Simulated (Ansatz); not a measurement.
# ScFeC4N4: the cost of one run

Computed with Ansatz 0.2.0 (DFT PBE, scalar-relativistic, plane waves, PAW, unless a step's input says otherwise).

### 1 The starting structure

Symmetry: P-43m, No. 215, cubic system. Conventional cell: a = 6.030 Å, b = 6.030 Å, c = 6.030 Å, α = 90.00°, β = 90.00°, γ = 90.00°. Around Sc (site symmetry -43m) lie 4 C at 2.02 Å. Fe (site symmetry -43m) is surrounded by 4 N at 2.03 Å. C (site symmetry 3m) is surrounded by 1 N at 1.17 Å and 1 Sc at 2.02 Å. Around N (site symmetry 3m) lie 1 C at 1.17 Å and 1 Fe at 2.03 Å.

Coordinates:

```cif
data_structure
_symmetry_space_group_name_H-M 'P 1'
_symmetry_Int_Tables_number 1
_cell_length_a 6.0298
_cell_length_b 6.0298
_cell_length_c 6.0298
_cell_angle_alpha 90.000
_cell_angle_beta 90.000
_cell_angle_gamma 90.000
_cell_volume 219.24
loop_
_atom_site_label
_atom_site_type_symbol
_atom_site_fract_x
_atom_site_fract_y
_atom_site_fract_z
_atom_site_occupancy
Sc1 Sc 0.00000 0.00000 0.00000 1
Fe1 Fe 0.50000 0.50000 0.50000 1
C1 C 0.19360 0.19360 0.19360 1
C2 C 0.19360 0.80640 0.80640 1
C3 C 0.80640 0.19360 0.80640 1
C4 C 0.80640 0.80640 0.19360 1
N1 N 0.30563 0.30563 0.30563 1
N2 N 0.30563 0.69437 0.69437 1
N3 N 0.69437 0.30563 0.69437 1
N4 N 0.69437 0.69437 0.30563 1
```

Recipe of the guess: two interpenetrating cyanide-bridged diamond nets (P-43m, No. 215). Its size is a rough estimate.

### 2 A first look at the guess

input.yaml

```yaml
crystal:
  lattice:
    - [6.02984621, 0.0, 0.0]
    - [0.0, 6.02984621, 0.0]
    - [0.0, 0.0, 6.02984621]
  atoms:
    - { symbol: Sc, position: [0.0, 0.0, 0.0] }
    - { symbol: Fe, position: [0.5, 0.5, 0.5], spin: 4.0 }
    - { symbol: C, position: [0.19360398, 0.19360398, 0.19360398] }
    - { symbol: C, position: [0.19360398, 0.80639602, 0.80639602] }
    - { symbol: C, position: [0.80639602, 0.19360398, 0.80639602] }
    - { symbol: C, position: [0.80639602, 0.80639602, 0.19360398] }
    - { symbol: "N", position: [0.30563003, 0.30563003, 0.30563003] }
    - { symbol: "N", position: [0.30563003, 0.69436997, 0.69436997] }
    - { symbol: "N", position: [0.69436997, 0.30563003, 0.69436997] }
    - { symbol: "N", position: [0.69436997, 0.69436997, 0.30563003] }
basis:
  ecutwfc: 420
kpoints:
  mp_grid: { grid: [4, 4, 4] }
hamiltonian:
  xc: pbe
scf:
  occupations: { method: gaussian, width: 0.1 }
  lower_state_search: "off"
output:
  forces: true
  stress: true
  eigenvalues: true
  populations: true
magnetization:
  spin_polarized: true
```

Launch:

```
> ansatz run input.yaml --threads 1 --pin off --max-ram 2560MiB --backend cpu --events-out ev --progress --plain --runs-dir out
```

What time and memory should one allow on 1 thread of Intel Xeon Platinum 8259CL at 2.50GHz (Skylake/Cascade Lake), shared host?

About 36 s, with a peak of 0.55 GiB.
